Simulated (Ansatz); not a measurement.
# C₂H₄FNOSi: a ladder of functionals and wavefunction methods

Aim: compute C₂H₄FNOSi with functionals from several rungs and with coupled cluster. The yardstick is the atomisation energy at the CCSD(T) limit.

Method: functionals in def2-TZVPP, the program's frozen cores in correlated methods; program: Ansatz 0.2.0, Gaussian basis.

The runs, in order: PBE-D4, r2SCAN-D4, PBE0-D4, B3LYP-D4, ωB97X-V, ωB97M-V, B2PLYP; CCSD(T)/def2-TZVPP; MP2/def2-QZVPP; extrapolation to the limit.

### Step 1. The relaxed structure

All runs share one geometry, relaxed beforehand with PBE0-D4 in a triple-zeta def2 set.

10 atoms, charge 0, spin multiplicity 1.

Atoms are counted from 1 here; the program's logs count them from 0.

Bond lengths: F1–C2 1.361 Å, C2–N3 1.451 Å, C2–O6 1.386 Å, C2–H7 1.094 Å, N3–C4 1.270 Å, C4–Si5 1.885 Å, C4–H8 1.089 Å, Si5–O6 1.657 Å, Si5–H9 1.482 Å, Si5–H10 1.482 Å. Angles: F1–C2–N3 107.3°, F1–C2–O6 108.7°, F1–C2–H7 107.7°, N3–C2–O6 113.6°, N3–C2–H7 109.5°, O6–C2–H7 109.8°, C2–N3–C4 113.6°, N3–C4–Si5 110.0°, N3–C4–H8 118.1°, Si5–C4–H8 131.8°, C4–Si5–O6 90.3°, C4–Si5–H9 115.7°, C4–Si5–H10 115.3°, O6–Si5–H9 111.3°, O6–Si5–H10 113.3°, H9–Si5–H10 109.8°, C2–O6–Si5 112.5°.

### Step 2. PBE-D4 (GGA)

Input file in.yaml:

```yaml
crystal:
  periodic: [false, false, false]
  atoms:
    - {symbol: F, position_ang: [-2.253456, 0.472500, 0.508378]}
    - {symbol: C, position_ang: [-1.035966, -0.036532, 0.840275]}
    - {symbol: N, position_ang: [-0.777028, -1.152754, -0.049417]}
    - {symbol: C, position_ang: [0.260476, -1.001489, -0.766652]}
    - {symbol: Si, position_ang: [1.069394, 0.658725, -0.389803]}
    - {symbol: O, position_ang: [-0.091535, 0.974541, 0.750205]}
    - {symbol: H, position_ang: [-1.095294, -0.397374, 1.871642]}
    - {symbol: H, position_ang: [0.515996, -1.790503, -1.472206]}
    - {symbol: H, position_ang: [2.418667, 0.592066, 0.220237]}
    - {symbol: H, position_ang: [1.071745, 1.629620, -1.509759]}
basis:
  gaussian: {orbitals: def2-TZVPP}
hamiltonian: {xc: pbe, dispersion: d4}
output: {forces: true, orbitals: {seedname: orbitals}}
```

Launch:

```console
ansatz run in.yaml --threads 4 --pin off --events-out ev --progress --plain --max-ram 10444MiB
```

Further steps of the session: r2SCAN-D4 (meta-GGA); PBE0-D4 (hybrid); B3LYP-D4 (hybrid); ωB97X-V (range-separated); ωB97M-V (range-separated); B2PLYP (double hybrid); CCSD(T) in def2-TZVPP; MP2 in def2-QZVPP.

Q: Predict the results of all the runs planned. Wanted: atomisation energy, CCSD(T)/CBS; farthest; mean size of error, hybrid; mean size of error, range-separated; gap, smallest and largest; T1 diagnostic; triples share of the correlation energy.

The runs gave:

| quantity | value |
| --- | --- |
| atomisation energy, CCSD(T)/CBS | 41.577 eV |
| functionals within 0.208 eV (0.5 %) | r2SCAN-D4, PBE0-D4, B3LYP-D4 |
| farthest | PBE-D4 (+1.432 eV) |
| mean size of error, hybrid | 0.102 eV |
| mean size of error, range-separated | 0.264 eV |
| gap, smallest and largest | 3.89 eV (PBE-D4), 11.15 eV (ωB97X-V) |
| T1 diagnostic | 0.0135 |
| triples share of the correlation energy | 4.0 % |

**Reading.** PBE-D4 is off by +1.432 eV. Double hybrids carry the basis error of their MP2 part in triple zeta, and no dispersion term here, so their miss is partly the set-up's. Misses under about 0.208 eV are within the doubt on the reference itself, which lacks core-valence correlation, relativity and higher excitations. Hartree-Fock recovers 68 % of the binding; the rest is correlation. Orbital gaps span 3.9 to 11.2 eV; exact exchange widens them.
